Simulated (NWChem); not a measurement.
# One shape, several levels: MoO3 (molybdenum trioxide)

We compute a comparison of 4 runs (HF/def2-SVPD, PBE0/def2-SVP, CCSD/STO-3G, CCSD(T)/STO-3G) of MoO3 (molybdenum trioxide). 

Program for the calculation: NWChem 7.3.0.

1 further run of the same task is left out (set aside as unsound or not needed).

### 1 The structure to begin with

The species is MoO3 (4 atoms), meant as a singlet with charge 0. As SMILES, `[O]=[Mo](=[O])=[O]`. The shape is that of a PBE0-D4/def2-TZVP optimisation.

Bond lengths: O1–Mo2 1.692 Å, Mo2–O3 1.692 Å, Mo2–O4 1.692 Å. Angles: O1–Mo2–O3 110.3°, O1–Mo2–O4 110.3°, O3–Mo2–O4 110.3°.

### 2 Energy and gradient at HF/def2-SVPD (core potential) (run 1)

run.py reads:

```python
from ase import Atoms
from ase.calculators.nwchem import NWChem

molecule = Atoms(['O', 'Mo', 'O', 'O'], positions=[
    [-0.968000, -0.149800, 1.262500],
    [-0.138100, -0.336500, -0.200300],
    [1.507000, -0.607600, 0.088800],
    [-0.345200, 1.033600, -1.171400],
])

calc = NWChem(
    label='struct',
    theory='scf',
    memory='2200 mb',
    basis='def2-SVPD',
    basispar='spherical bse',
    scf={'nopen': '0', 'rhf': None, 'thresh': '1e-08', 'maxiter': '80'},
    **{'ecp bse': {'Mo library': 'def2-SVPD'}},
)
molecule.calc = calc

forces = molecule.get_forces()
e = molecule.get_potential_energy()
print(f"E = {e:.6f} eV")
print("forces (eV/A):")
for s, f in zip(molecule.symbols, forces):
    print(f"{s:2s} {f[0]:10.5f} {f[1]:10.5f} {f[2]:10.5f}")
print("dipole (e A):", molecule.get_dipole_moment().round(4))
```

Command:

```sh
export ASE_NWCHEM_COMMAND="nwchem PREFIX.nwi > PREFIX.nwo"
python run.py
```

The log of the run:

```text
E = -7942.438537 eV
forces (eV/A):
O     0.70921   -0.54487   -1.75185
Mo    1.13555    2.39565    1.45874
O    -1.89773   -0.06263   -0.51602
O     0.05296   -1.78815    0.80907
dipole (e A): [-0.4425 -0.9355 -0.5682]
```

The calculator wrote struct.nwi:

```
title "struct"

permanent_dir struct

scratch_dir struct

start struct

geometry units angstrom nocenter noautosym noautoz
  O  -9.6799999999999997e-01 -1.4979999999999999e-01 1.2625000000000000e+00
  Mo -1.3810000000000000e-01 -3.3650000000000002e-01 -2.0030000000000001e-01
  O  1.5069999999999999e+00 -6.0760000000000003e-01 8.8800000000000004e-02
  O  -3.4520000000000001e-01 1.0336000000000001e+00 -1.1714000000000000e+00
end

memory 2200 mb

basis spherical bse noprint
   * library def2-SVPD
end

scf
  nopen 0
  rhf
  thresh 1e-08
  maxiter 80
end
ecp bse
  Mo library def2-SVPD
end

task scf gradient
```

struct.nwo:

```text
Northwest Computational Chemistry Package (NWChem) 7.3.0
             --------------------------------------------------------

           Job information
           ---------------

    nwchem branch   = 7.3.0
    use scalapack   = T
    input           = struct.nwi
    prefix          = struct.
    data base       = struct/struct.db
    status          = startup
    nproc           =        1

           Memory information
           ------------------

[... 5 lines left out ...]
    hardfail = no
[... 122 lines left out ...]
         Quadratically convergent ROHF
[... 16 lines left out ...]
       Final RHF  results
[... 4 lines left out ...]
      Two-electron energy =    273.316585275182
[... 38 lines left out ...]
                       ROHF Final Molecular Orbital Analysis
[... 339 lines left out ...]
                 ----------------------------------------
                 |  Time  |  1-e(secs)   |  2-e(secs)   |
                 ----------------------------------------
                 |  CPU   |       0.04   |       2.84   |
                 ----------------------------------------
                 |  WALL  |       0.04   |       2.84   |
                 ----------------------------------------

 Task  times  cpu:       24.4s     wall:       24.4s
 Total times  cpu:       24.4s     wall:       24.4s
```

Wall time 26 s (1 thread of Intel Xeon 6975P-C (Granite Rapids), shared host); peak memory 0.11 GiB.

### 3 Energy and gradient at PBE0/def2-SVP (core potential) (run 2)

sp.nw reads:

```
start sp
title "MoO3 gradient"
memory 2200 mb

geometry units angstrom noautosym nocenter noautoz
   O     -0.968000    -0.149800     1.262500
   Mo    -0.138100    -0.336500    -0.200300
   O      1.507000    -0.607600     0.088800
   O     -0.345200     1.033600    -1.171400
end

basis spherical bse
   * library def2-SVP
end

ecp bse
   Mo library def2-SVP
end

dft
   xc pbe0
   grid xfine
   convergence energy 1e-08
   maxiter 100
   mulliken
   print medium
end

task dft gradient
```

Command:

```sh
nwchem sp.nw > sp.out
```

The log of the run:

```text
[...]
          Wavefunction type:  closed shell.
          No. of atoms     :     4
          No. of electrons :    38
[...]
          Charge           :     0
          Spin multiplicity:     1
[...]
          AO basis - number of functions:    73
[...]
              XC Information
              --------------
                         PBE0 Method XC Functional
                     Hartree-Fock (Exact) Exchange  0.250
          PerdewBurkeErnzerhof Exchange Functional  0.750
            Perdew 1991 LDA Correlation Functional  1.000 local
           PerdewBurkeErnz. Correlation Functional  1.000 non-local
[...]
 d= 0,ls=0.0,diis     1   -292.7646794975 -4.34D+02  8.53D-02  5.68D+00     2.1
[...]
 d= 0,ls=0.0,diis    12   -293.4903954146 -5.40D-09  6.14D-07  9.55D-10    20.2
         Total DFT energy =     -293.490395414554
      One electron energy =     -708.218435531346
           Coulomb energy =      306.295260760325
    Exchange-Corr. energy =      -33.229394688224
 Nuclear repulsion energy =      141.662174044692
[...]
  wavefunction    = closed shell
                         DFT ENERGY GRADIENTS
    atom               coordinates                        gradient
                 x          y          z           x          y          z
   1 O      -1.829255  -0.283081   2.385779   -0.001409  -0.000084   0.001961
   2 Mo     -0.260971  -0.635893  -0.378512   -0.000416  -0.000768  -0.000550
   3 O       2.847817  -1.148198   0.167808    0.002296  -0.000769   0.000213
   4 O      -0.652333   1.953221  -2.213625   -0.000471   0.001621  -0.001625
[...]
```

Wall time 24 s (1 thread of Intel Xeon 6975P-C (Granite Rapids), shared host); peak memory 0.14 GiB.

### 4 A single-point energy at CCSD/STO-3G (run 3)

run.py reads:

```python
from ase import Atoms
from ase.calculators.nwchem import NWChem

mol = Atoms(['O', 'Mo', 'O', 'O'], positions=[
    [-0.968000, -0.149800, 1.262500],
    [-0.138100, -0.336500, -0.200300],
    [1.507000, -0.607600, 0.088800],
    [-0.345200, 1.033600, -1.171400],
])

calc = NWChem(
    label='sp',
    theory='ccsd',
    memory='2200 mb',
    basis='STO-3G',
    basispar='spherical bse',
    scf={'nopen': '0', 'rhf': None, 'thresh': '1e-08', 'maxiter': '80'},
    ccsd={'freeze': 'core 17', 'maxiter': '60'},
    task='energy',
)
mol.calc = calc

print("Total energy (eV):", round(mol.get_potential_energy(), 6))
```

Command:

```sh
export ASE_NWCHEM_COMMAND="nwchem PREFIX.nwi > PREFIX.nwo"
python run.py
```

The log of the run:

```text
Total energy (eV): -113143.110001
```

The calculator wrote sp.nwi:

```
title "sp"

permanent_dir sp

scratch_dir sp

start sp

geometry units angstrom nocenter noautosym noautoz
  O  -9.6799999999999997e-01 -1.4979999999999999e-01 1.2625000000000000e+00
  Mo -1.3810000000000000e-01 -3.3650000000000002e-01 -2.0030000000000001e-01
  O  1.5069999999999999e+00 -6.0760000000000003e-01 8.8800000000000004e-02
  O  -3.4520000000000001e-01 1.0336000000000001e+00 -1.1714000000000000e+00
end

memory 2200 mb

basis spherical bse noprint
   * library STO-3G
end

scf
  nopen 0
  rhf
  thresh 1e-08
  maxiter 80
end
ccsd
  freeze core 17
  maxiter 60
end

task ccsd energy
```

sp.nwo:

```text
Northwest Computational Chemistry Package (NWChem) 7.3.0
             --------------------------------------------------------

           Job information
           ---------------

    nwchem branch   = 7.3.0
    use scalapack   = T
    input           = sp.nwi
    prefix          = sp.
    data base       = sp/sp.db
    status          = startup
    nproc           =        1

           Memory information
           ------------------

[... 5 lines left out ...]
    hardfail = no
[... 118 lines left out ...]
         Quadratically convergent ROHF
[... 20 lines left out ...]
      One-electron energy =  -6455.257219675331
[... 268 lines left out ...]
 Reference energy:          -4157.493717827006549
[... 23 lines left out ...]
  Failed reading restart vector from sp/sp.t2
[... 3 lines left out ...]
             energy      energy      error      ampl     ampl      Block
[... 6 lines left out ...]
                  *************converged*************
[... 16 lines left out ...]
 Total SCS-CCSD energy:               -4158.035643321371026
[... 1 line left out ...]
 routine      calls  cpu(0)   cpu-min  cpu-ave  cpu-max   i/o
 aoccsd          1     0.00     0.00     0.00     0.00    0.00
 iterdrv         1     0.00     0.00     0.00     0.00    0.00
 pampt          22     0.03     0.03     0.03     0.03    0.00
[... 9 lines of this table left out ...]
 Total                12.29    12.29    12.29    12.29    0.00

 Task  times  cpu:       18.4s     wall:       18.4s
 Total times  cpu:       18.4s     wall:       18.4s
```

Run time: 20 s. Hardware: 1 thread of Intel Xeon 6975P-C (Granite Rapids), shared host; peak memory 0.12 GiB.

### 5 The energy at CCSD(T)/STO-3G (run 4)

input.nw reads:

```
start input
title "MoO3"
memory stack 880 mb heap 220 mb global 1100 mb

geometry units angstroms noautosym nocenter noautoz
  O    -0.968000   -0.149800    1.262500
  Mo   -0.138100   -0.336500   -0.200300
  O     1.507000   -0.607600    0.088800
  O    -0.345200    1.033600   -1.171400
end

basis spherical bse
  O library STO-3G
  Mo library STO-3G
end

scf
  thresh 1e-08
  maxiter 80
end

ccsd
  freeze core 17
  maxiter 60
end

task ccsd(t) energy
```

Command:

```sh
nwchem input.nw > input.out
```

The log of the run:

```text
[...]
  functions       =    42
[...]
  wavefunction    = RHF
[...]
         Total SCF energy =  -4157.493717827209
      One-electron energy =  -6455.257219675214
      Two-electron energy =   1945.947671489711
 Nuclear repulsion energy =    351.815830358294
        Time for solution =      5.5s
[...]
 Total MP2 energy:          -4158.025889388788528
[...]
             energy      energy      error      ampl     ampl      Block
                                                time     time      time
[...]
 Total CCSD energy:          -4157.932635250847852
[...]
 Total CCSD+T(CCSD) energy:          -4158.011605526680796
[...]
 Total CCSD(T) energy:               -4157.992606445935053
[...]
```

It took 20 s on 1 thread of Intel Xeon 6975P-C (Granite Rapids), shared host; peak memory 0.12 GiB.

### 6 Overview of the runs

```
run                           level  core potential  iteration cap   energy (Eh)  HOMO energy (eV)  LUMO energy (eV)  HOMO–LUMO gap (eV)  wall time
  1   HF/def2-SVPD (core potential)       def2-SVPD             80   -291.879235            -13.25             -2.16               11.09       26 s
  2  PBE0/def2-SVP (core potential)        def2-SVP            100   -293.490395             -9.03             -4.71                4.32       24 s
  3                     CCSD/STO-3G               –             80  -4157.932635             -7.59              2.97               10.57       20 s
  4                  CCSD(T)/STO-3G               –             80  -4157.992606             -7.59              2.97               10.57       20 s
```

### 7 Results

| quantity | value |
| --- | --- |
| run 4: total energy | -4157.99261 Eh |
| run 4: HOMO energy (Hartree–Fock orbitals) | -7.59 eV |
| run 4: LUMO energy (Hartree–Fock orbitals) | 2.97 eV |
| run 4: HOMO–LUMO gap (Hartree–Fock orbitals) | 10.57 eV |
| run 4: correlation energy (17 core orbitals frozen) | -498.9 mEh |
| run 4: (T) correction | -59.97 mEh |

**Reading.** Some runs of one species differ in core potentials or relativity; totals across that change don't compare. In runs 3, 4 the basis is minimal, so the values are rough. In runs 3, 4 relativity is left out where basis or elements ask for it. All runs together took 90 s, the longest 26 s.
